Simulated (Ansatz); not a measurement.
Task: a ladder of methods at one geometry of CH6SSn, SMILES S[CH2][SnH3], with Ansatz 0.2.0 through its Python package. Give the script and its output. Level of theory (for the species named): MP2, def2-SVP basis, multiplicity 1. The script varies method: mp2, ccsd, ccsd_t.

| atom | x (Å) | y (Å) | z (Å) |
| --- | --- | --- | --- |
| S | -1.8582 | -0.0919 | -0.7185 |
| C | -0.2320 | 0.5978 | -0.4945 |
| Sn | 0.8281 | -0.7070 | 0.7934 |
| H | -2.1916 | 1.0281 | -1.5825 |
| H | -0.2773 | 1.6043 | -0.0564 |
| H | 0.2898 | 0.6758 | -1.4742 |
| H | 2.5072 | -0.0828 | 1.0404 |
| H | 0.9776 | -2.2857 | 0.0819 |
| H | 0.0449 | -0.7849 | 2.3932 |

The script, `run_methods.py`:
```python
# -*- coding: utf-8 -*-
'''CH6SSn at several levels of theory.'''

import ansatz as az

GEOMETRY = '''
S    -1.85820   -0.09190   -0.71850
C    -0.23200    0.59780   -0.49450
Sn    0.82810   -0.70700    0.79340
H    -2.19160    1.02810   -1.58250
H    -0.27730    1.60430   -0.05640
H     0.28980    0.67580   -1.47420
H     2.50720   -0.08280    1.04040
H     0.97760   -2.28570    0.08190
H     0.04490   -0.78490    2.39320
'''

geometry = az.Crystal.molecule()
for line in GEOMETRY.strip().splitlines():
    symbol, *xyz = line.split()
    geometry = geometry.atom(symbol, [float(v) for v in xyz])

calculation = geometry.calculation()
calculation = calculation.basis(gaussian='def2-SVP')
calculation = calculation.accuracy('high')

methods = ['mp2', 'ccsd', 'ccsd_t']
reports = [calculation.correlation(m).run(threads=1, backend='cpu').report for m in methods]
print(f'Hartree-Fock reference {reports[0]["reference_energy_ev"] / 27.211386246:.6f} Ha')
best = reports[-1]['free_energy_ev'] - reports[-1]['reference_energy_ev']
for method, each in zip(methods, reports):
    gained = each['free_energy_ev'] - each['reference_energy_ev']
    print(f'{method:8s} total {each["free_energy_ev"] / 27.211386246:.6f} Ha  correlation {gained:9.4f} eV  ({100 * gained / best:.1f} % of the last)')
```

```console
$ python run_methods.py
Hartree-Fock reference -652.023189 Ha
mp2      total -652.425188 Ha  correlation  -10.9389 eV  (85.9 % of the last)
ccsd     total -652.477775 Ha  correlation  -12.3699 eV  (97.1 % of the last)
ccsd_t   total -652.491145 Ha  correlation  -12.7337 eV  (100.0 % of the last)
```

Caveats:
- These settings explore the input space; basis and method may be short of convergence.
- The geometry is a force-field or estimated start, not a minimum of this method, and the basis set is short of its limit. A lower total doesn't mark the better method: functionals have no common bound, and MP2 and coupled cluster aren't variational.
- def2 sets replace the cores of elements past krypton by effective core potentials.
- Inner cores stay frozen; a filled d shell under the valence of the heavier atoms is correlated with it.
- Finished in 50 s on 1 thread of Arm Neoverse V1, on a shared host, peak memory 0.6 GiB.

(A comment or docstring line of the script was reworded after the run, the code is as it ran; lines on the test bed's own set-up are left out of the output.)
